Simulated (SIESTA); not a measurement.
CuSn3:

```
Sn Cu
1.0
    -2.23990    2.23990    4.87070
     2.23990   -2.23990    4.87070
     2.23990    2.23990   -4.87070
Sn Cu
3 1
Cartesian
  0.0000 0.0000 4.8707
  2.2399 0.0000 2.4354
  0.0000 2.2399 2.4354
  0.0000 0.0000 0.0000
```

The cell comes from a database or a generator and needn't be the stable form of this composition.

Base run:

```yaml
Program: SIESTA 5.4.2
Functional: PBEsol
Potentials_or_basis: PseudoDojo 0.4 standard (PBEsol files)
Basis: TZDP (energy shift 0.003 Ry; two zetas on semicore shells)
Grid_cutoff: 800 Ry
Energy_shift: 0.003 Ry
k_mesh: 8 × 8 × 8
Occupations: fermi-dirac, width 0.05 eV
Spin: no spin polarisation
```

Its results: band gap on the k mesh none (metal or under the smearing width); pressure -3.8 GPa.

Problem. The run is repeated on the same cell with these changes: basis from TZDP (energy shift 0.003 Ry; two zetas on semicore shells) to SZP (energy shift 0.003 Ry). What comes out?

Solution. Band gap on the k mesh none (metal or under the smearing width); pressure -3.0 GPa.

Caveats: short orbitals over semicore shells can move pressures by several GPa; spin-orbit coupling is left out, which moves the levels of the heavy elements; the basis of atomic orbitals isn't converged, which shifts pressures, moduli and gaps.
